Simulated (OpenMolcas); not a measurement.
**triplet AsF3: levels of theory compared**

Aim: a comparison of 6 runs (U-revPBE/cc-pVDZ, UBLYP/cc-pVDZ, UPBE/cc-pVDZ, UPBE0/cc-pVDZ, UB3LYP/6-31G*, ROMP2/cc-pVDZ) of triplet AsF3. 

The results are computed with OpenMolcas 26.06.

### Step 1. The molecule

AsF3 has 4 atoms, charge 0, and is taken as a triplet. As SMILES of the parent species, `F[As](F)F`. The shape is that of a PBE0-D4/def2-TZVP optimisation. That shape belongs to the parent species and isn't relaxed for this state.

Bond lengths: F1–As2 1.715 Å, As2–F3 1.715 Å, As2–F4 1.715 Å. Angles: F1–As2–F3 95.9°, F1–As2–F4 95.9°, F3–As2–F4 95.9°.

### Step 2. A single-point energy at U-revPBE/cc-pVDZ (run 1)

input.xyz reads:

```xyz
4

F     -0.445870     0.395590     1.362650
As    -0.461950    -0.457240    -0.125630
F      1.203970    -0.865930    -0.112740
F     -0.296160     0.927580    -1.124280
```

calc.input reads:

```
* AsF3 Kohn-Sham DFT

&GATEWAY
  BasLib=$CurrDir
  Coord=input.xyz
  Basis=cc-pVDZ
  Group=NoSym

&SEWARD
  GridInput
  Grid=UltraFine
  End of Grid

&SCF
  UHF
  Spin=3
  KSDFT=revPBE
  Thresholds=1e-10 1e-07 1e-07 1e-05
  PrOrbitals=1 2
```

The basis set cc-pVDZ is read from a file made from the Basis Set Exchange's data (not shown).

The run is started by

```bash
$ export MOLCAS_MEM=1860
$ pymolcas calc.input > calc.log
```

Log:

```text
--- Start Module: gateway ---
[...]
--- Stop Module: gateway /rc=_RC_ALL_IS_WELL_ ---
--- Start Module: seward ---
[...]
      Basis functions           69
--- Stop Module: seward /rc=_RC_ALL_IS_WELL_ ---
[...]
--- Start Module: scf ---
[...]
       Convergence after  36 Iterations
[...]
::    Total KS-DFT energy                           -2534.9490279773
[...]
      Total spin, S                                     1.0009112322
[...]
      Total electronic charge=   60.000000
      Total            charge=   -0.000000
[...]
      Dipole Moment (debye):
      Origin of the operator (angstrom)=   -0.1958   -0.1938   -0.0533
                   X= -1.4407E+00               Y= -9.4622E-01               Z= -2.8867E-01           Total=  1.7477E+00
      Quadrupole Moment (debye*angstrom):
[...]
--- Stop Module: scf /rc=_RC_ALL_IS_WELL_ ---
[...]
```

Run time: 34 s. Hardware: 1 thread of Arm Neoverse V2, shared host; peak memory 0.41 GiB.

### Step 3. The energy at UBLYP/cc-pVDZ (run 2)

mol.inp reads:

```
* AsF3 Kohn-Sham DFT

&GATEWAY
  BASLIB=$CurrDir
  BASISSET
  F.cc-pVDZ....
  F1 -0.445870 0.395590 1.362650 angstrom
  F3 1.203970 -0.865930 -0.112740 angstrom
  F4 -0.296160 0.927580 -1.124280 angstrom
  End of Basis
  BASISSET
  As.cc-pVDZ....
  As2 -0.461950 -0.457240 -0.125630 angstrom
  End of Basis

&SEWARD
  GRIDINPUT
  Grid=UltraFine
  End of Grid

&SCF
  UHF
  SPIN=3
  KSDFT=BLYP
  THRESHOLDS=1e-10 1e-07 1e-07 1e-05
  PRORBITALS=0
```

The basis set cc-pVDZ is read from a file made from the Basis Set Exchange's data (not shown).

The run is started by

```bash
$ export MOLCAS_MEM=1860
$ pymolcas mol.inp > mol.log
```

Log:

```text
--- Start Module: gateway ---
[...]
--- Stop Module: gateway /rc=_RC_ALL_IS_WELL_ ---
--- Start Module: seward ---
[...]
      Basis functions           69
--- Stop Module: seward /rc=_RC_ALL_IS_WELL_ ---
[...]
--- Start Module: scf ---
[...]
       Convergence after  55 Iterations
[...]
::    Total KS-DFT energy                           -2535.2527351412
[...]
      Total spin, S                                     1.0005979312
[...]
      Total electronic charge=   60.000000
      Total            charge=   -0.000000
[...]
      Dipole Moment (debye):
      Origin of the operator (angstrom)=   -0.1958   -0.1938   -0.0533
                   X= -1.4677E+00               Y= -9.1272E-01               Z= -2.8293E-01           Total=  1.7513E+00
      Quadrupole Moment (debye*angstrom):
[...]
--- Stop Module: scf /rc=_RC_ALL_IS_WELL_ ---
[...]
```

It took 50 s on 1 thread of Arm Neoverse V2, shared host; peak memory 0.41 GiB.

### Step 4. A single-point energy at UPBE/cc-pVDZ (run 3)

input.xyz is that of step 2.

calc.inp reads:

```
>>> EXPORT MOLCAS_PRINT=2

&gateway
  baslib=$CurrDir
  coord=input.xyz
  basis=cc-pVDZ
  group=NoSym

&seward
  gridinput
  Grid=UltraFine
  End of Grid

&scf
  uhf
  spin=3
  ksdft=PBE
  thresholds=1e-10 1e-07 1e-07 1e-05
  prorbitals=1 1
```

The basis set cc-pVDZ is read from a file made from the Basis Set Exchange's data (not shown).

The run is started by

```bash
$ export MOLCAS_MEM=1860
$ pymolcas calc.inp > calc.log
```

Log:

```text
--- Start Module: gateway ---
[...]
--- Stop Module: gateway /rc=_RC_ALL_IS_WELL_ ---
--- Start Module: seward ---
[...]
      Basis functions           69
--- Stop Module: seward /rc=_RC_ALL_IS_WELL_ ---
[...]
--- Start Module: scf ---
[...]
       Convergence after  56 Iterations
[...]
::    Total KS-DFT energy                           -2534.6160952086
[...]
      Total spin, S                                     1.0007302767
[...]
      Total electronic charge=   60.000000
      Total            charge=   -0.000000
[...]
      Dipole Moment (debye):
      Origin of the operator (angstrom)=   -0.1958   -0.1938   -0.0533
                   X= -1.3186E+00               Y= -1.1012E+00               Z=  3.3318E-03           Total=  1.7180E+00
      Quadrupole Moment (debye*angstrom):
[...]
--- Stop Module: scf /rc=_RC_ALL_IS_WELL_ ---
[...]
```

It took 52 s on 1 thread of Arm Neoverse V2, shared host; peak memory 0.41 GiB.

Runs 4 to 5 aren't shown in full; the table further down has their settings and results.

### Step 5. A single-point energy at ROMP2/cc-pVDZ (run 6)

input.xyz is that of step 4.

mol.inp reads:

```
>>> EXPORT MOLCAS_PRINT=2
&GATEWAY
BasLib=$CurrDir
Coord=input.xyz
Basis=cc-pVDZ
Group=NoSym
&SEWARD
&SCF
UHF
Spin=3
Thresholds=1e-10 1e-07 1e-07 1e-05
PrOrbitals=1 2
&RASSCF
FileOrb=$Project.UnaOrb
Spin=3
Nactel=2 0 0
Inactive=29
Ras2=2
OutOrbitals=Canonical
OrbListing=Few
&CASPT2
IPEA=0.0
Frozen=12
```

The basis set cc-pVDZ is read from a file made from the Basis Set Exchange's data (not shown).

The run is started by

```bash
$ export MOLCAS_MEM=1860
$ pymolcas mol.inp > mol.log
```

Log:

```text
--- Start Module: gateway ---
[...]
--- Stop Module: gateway /rc=_RC_ALL_IS_WELL_ ---
[...]
      Basis functions           69
[...]
       Convergence after  92 Iterations
[...]
::    Total SCF energy                              -2532.3353139429
[...]
      Total spin, S                                     1.0051134214
[...]
--- Start Module: rasscf ---
[...]
      Number of active orbitals                  2
[...]
      Spin quantum number                      1.0
[...]
      Active orbitals                            2
[...]
      Number of CSFs                             1
[...]
      Number of root(s) required                 1
[...]
      Convergence after 11 iterations
[...]
      printout of CI-coefficients larger than  0.05 for root  1
      energy=   -2532.329525
      conf/sym  11     Coeff  Weight
             1  uu   1.00000 1.00000
      Natural orbitals and occupation numbers for root  1
      sym 1:   1.000000   1.000000
      ************************************************************************************************************************
      *                                                    Final results                                                     *
[...]
::    RASSCF root number  1 Total energy:  -2532.32952539
[...]
      Total electronic charge=   60.000000
      Total            charge=   -0.000000
[...]
      Dipole Moment (debye):
      Origin of the operator (angstrom)=   -0.1958   -0.1938   -0.0533
                   X= -2.5431E+00               Y= -2.3569E+00               Z= -4.0733E-01           Total=  3.4911E+00
      Quadrupole Moment (debye*angstrom):
[...]
--- Stop Module: rasscf /rc=_RC_ALL_IS_WELL_ ---
[...]
--- Start Module: caspt2 ---
[...]
 ###    WARNING: User changed nr of frozen orbitals.                         ###
 ###############################################################################
[...]
      E2 (Variational):          -0.6873459136
      Total energy:           -2533.0168713003
[...]
      Reference weight:           0.85542
[...]
::    CASPT2 Root  1     Total energy:  -2533.01687130
[...]
--- Stop Module: caspt2 /rc=_RC_ALL_IS_WELL_ ---
[...]
```

It took 16 s on 1 thread of Arm Neoverse V2, shared host; peak memory 0.41 GiB.

### Step 6. The series

```
run                                level  integration grid  frozen core orbitals   energy (Eh)  dipole moment (D)  HOMO energy (eV)   ⟨S²⟩  wall time
  1                     U-revPBE/cc-pVDZ         UltraFine                     –  -2534.949028               1.75             -2.16  2.003       34 s
  2                        UBLYP/cc-pVDZ         UltraFine                     –  -2535.252735               1.75             -1.90  2.002       50 s
  3                         UPBE/cc-pVDZ         UltraFine                     –  -2534.616095               1.72             -2.17  2.002       52 s
  4                        UPBE0/cc-pVDZ         UltraFine                     –  -2534.668999               2.22             -3.59  2.005       39 s
  5  UB3LYP/6-31G* (spherical functions)         UltraFine                     –  -2534.975907               1.89             -3.18  2.004       36 s
  6                        ROMP2/cc-pVDZ                 –                    12  -2533.016871                  –                 –      –       16 s
```

### Step 7. Summary of results

```
           quantity           value
run 6: total energy  -2533.01687 Eh
```

In words: Over runs 1, 2, 3, 4, 5 the dipole moment (its size) runs from 1.72 D (UPBE/cc-pVDZ) to 2.22 D (UPBE0/cc-pVDZ). Totals of different functionals can't be ranked against each other. All runs together took 3.8 min, the longest 52 s.
